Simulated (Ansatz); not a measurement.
What does this script print? It uses the Python package of Ansatz (0.2.0).

`hfru.vasp`
```text
HfRu
1.0
   3.23300000    0.00000000    0.00000000
   0.00000000    3.23300000    0.00000000
   0.00000000    0.00000000    3.23300000
Hf Ru
1 1
Direct
   0.00000000    0.00000000    0.00000000
   0.50000000    0.50000000    0.50000000
```

The script, `hfru_pipeline.py`:
```python
# -*- coding: utf-8 -*-
"""Relax HfRu, then bands and states at the relaxed cell."""

from dataclasses import dataclass
import warnings

import ansatz
from ase.io import read
import numpy as np


@dataclass
class RunConfig:
    functional: str = "r2SCAN"
    occupations: str = "fermi_dirac"
    width_ev: float = 0.15


opts = RunConfig()


def count_gap(report):
    # lowest empty less highest filled band, counting bands; zero where they overlap
    return max(report.get("gap_by_band_count_ev") or 0.0, 0.0)


def setup_for(crystal, spacing):
    return (
        crystal.calculation()
        .functional(opts.functional)
        .pseudopotentials("paw")
        .occupations(opts.occupations, width=opts.width_ev)
        .kpoints(spacing=spacing)
    )

warnings.simplefilter("ignore", ansatz.DeckWarning)

atoms = read("hfru.vasp", format="vasp")
structure = ansatz.Crystal.from_ase(atoms)

relaxed = setup_for(structure, 0.3).relax(cell=True, force_tolerance=0.01, max_steps=40).checkpoint(write="relax.run").run(threads=1)
cell = np.asarray(relaxed.lattice.cell_ang)
print("relaxed edges (A):", np.linalg.norm(cell, axis=1).round(4), " volume:", round(abs(np.linalg.det(cell)), 3), "A^3")
for site in relaxed.lattice.sites:
    print(" ", site.symbol, np.round(site.position_frac, 4) + 0.0)

final = ansatz.Crystal.from_checkpoint("relax.run")
res = setup_for(final, 0.22).functional("lda").stress().band_table().density_of_states(energy_step=0.05).run(threads=1)
summary = res.report
dos = res.density_of_states()
print(f"pressure at the relaxed cell {np.trace(summary['stress_gpa']) / 3:.3f} GPa, gap by band count {count_gap(summary):.3f} eV")
if count_gap(summary) == 0:
    print("states/eV at the Fermi level:", round(float(np.interp(dos.fermi_ev, dos.energies_ev, dos.spin_summed_g_bin_mean_per_ev)), 3))
```

```console
$ python hfru_pipeline.py
relaxed edges (A): [3.2312 3.2312 3.2312]  volume: 33.737 A^3
  Hf [0. 0. 0.]
  Ru [0.5 0.5 0.5]
pressure at the relaxed cell -9.345 GPa, gap by band count 0.000 eV
states/eV at the Fermi level: 0.332
```

Reading the output:
- The mesh is modest for a metal, so energies can be off by several to tens of meV an atom and pressures by half a GPa or more; differences at equal mesh fare better.
- An absolute Fermi energy rests on an arbitrary zero of the periodic potential and has no direct meaning.
- A Fermi-Dirac width this large means warm electrons, whose thermal share enters the free energy.
- A gap by band count of zero or less means overlapping bands, a metal.
- At these settings the cell as given stands under about -9 GPa, so it isn't at this functional's equilibrium volume.
- The structure is a deposited one; some such entries were measured under pressure or heat, so a shift against it needn't be the functional's error alone.
- Gaps and levels are Kohn-Sham values on a finite set of k-points, without spin-orbit coupling.
- Where the second run takes another functional or mesh than the relaxation, its pressure isn't zero; pressure is positive in compression.
- The computed bands are complete only to about 3.3 eV above the Fermi level; beyond that the density of states is undercounted.
- The whole script took 11 s on 1 thread of Arm Neoverse V2, on a shared host, peak memory 0.51 GiB.

(A comment or docstring line of the script was reworded after the run, the code is as it ran; lines on the test bed's own set-up are left out of the output.)
